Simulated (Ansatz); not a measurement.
Ti2BN:

```
CELL_PARAMETERS angstrom
3.00945 0.00000 0.00000
-1.50473 2.60626 0.00000
0.00000 0.00000 5.82634
ATOMIC_POSITIONS crystal
Ti 0.00000 0.00000 0.25656
Ti 0.00000 0.00000 0.74344
B 0.00000 0.00000 0.50000
N 0.00000 0.00000 0.00000
```

The cell was built by a generator and needn't be a form met in nature.

- Program: Ansatz 0.2.0
- Task: single point
- Functional: PBE
- Potentials or basis: all-electron LAPW, scalar-relativistic
- Cutoff: 676 eV (chosen from the basis error)
- Basis error allowed: 0.001 eV/atom
- k mesh: 10 × 10 × 5
- Occupations: fermi-dirac, width 0.05 eV
- Spin: no spin polarisation

On this cell: pressure 114.3 GPa; largest force 5.433 eV/Å; band gap on the k mesh none (metal or under the smearing width).

The same run follows on a disturbed copy (atoms moved at random, drawn with an rms of 0.05 Å):

```
Ti B N
1.0
     3.00945    0.00000    0.00000
    -1.50473    2.60626    0.00000
     0.00000    0.00000    5.82634
Ti B N
2 1 1
Direct
  0.99928 0.00183 0.26107
  0.98996 0.00354 0.74022
  0.00466 0.00546 0.50610
  0.98875 0.00373 0.99654
```

Problem. What does the disturbed cell give?

Solution. The energy (extrapolated to zero smearing) moves by +91.9 meV/atom; pressure 114.0 GPa; largest force 9.724 eV/Å; band gap on the k mesh none (metal or under the smearing width).

Forces in eV/Å, atoms in the order of the input:
```
Ti   0.415 -0.190 -8.205
Ti  -0.930 -0.007  9.680
B    0.860  0.196 -3.177
N   -0.344  0.001  1.702
```

Stress tensor (GPa, compression positive):
```
 14.26   0.01  -2.22
  0.01  14.16   0.20
 -2.22   0.20 313.44
```

Caveats: a pressure of tens of GPa on the cell as given is suspect, and the run, the potentials or the cell itself is likely at fault (some runs); forces of over 1 eV/Å show positions far from the minimum, so gaps and moduli don't describe the material at rest (some runs); the cell as given lies far from equilibrium (some runs).
